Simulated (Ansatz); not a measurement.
**C2H2Ga radical: an energy map over bond length Ga3–H4 and bond length Ga3–H5**

Method: UKS PBE0-D4/def2-TZVP; program: Ansatz 0.2.0.

## Step 1: Starting geometry

5 atoms, charge 0, spin multiplicity 2.

Atoms are counted from 1 here; the program's logs count them from 0.

Bond lengths: C1–C2 1.261 Å, C2–Ga3 1.927 Å, Ga3–H4 1.575 Å, Ga3–H5 1.567 Å. Angles: C1–C2–Ga3 157.6°, C2–Ga3–H4 114.7°, C2–Ga3–H5 119.5°, H4–Ga3–H5 125.8°.

Coordinates:

```
C     1.1647   -1.2551    1.6931
C     0.3946   -0.8300    0.7901
Ga   -0.3260    0.4044   -0.5023
H    -1.5693   -0.1338   -1.3057
H     0.3360    1.8145   -0.6753
```

This geometry comes from a loose relaxation at PBE in a small basis, which is not shown.

## Step 3: The grid

First coordinate, bond length Ga3–H4: 7 values from 1.34 to 2.18 Å. Second coordinate, bond length Ga3–H5: 7 values from 1.371 to 1.948 Å.

Nothing else is relaxed (all other coordinates rigid). Energies count from the relaxed molecule at the same level.

(The set-up runs are not shown.)

## Step 4: The run at bond length Ga3–H4 = 1.34 Å, bond length Ga3–H5 = 1.371 Å

File input.yaml:

```yaml
crystal:
  periodic: [false, false, false]
  atoms:
    - { symbol: C, position_ang: [1.048166, -1.394683, 1.665521] }
    - { symbol: C, position_ang: [0.519049, -0.690568, 0.824713] }
    - { symbol: Ga, position_ang: [-0.316249, 0.420883, -0.502562] }
    - { symbol: H, position_ang: [-1.36983, -0.090643, -1.153645] }
    - { symbol: H, position_ang: [0.217526, 1.66803, -0.700933] }
magnetization:
  spin_polarized: true
  initial_magnetization: 1
basis:
  gaussian: { orbitals: def2-TZVP }
hamiltonian:
  xc: pbe0
  dispersion: d4
output:
  forces: true
```

On the command line:

```bash
$ ansatz run input.yaml --threads 1 --pin off --max-ram 2560MiB --backend cpu --events-out ev --progress --plain --runs-dir out
```

What time and memory should one allow on 1 thread of Arm Neoverse V2, shared host?

About 9.3 s, with a peak of 0.27 GiB.
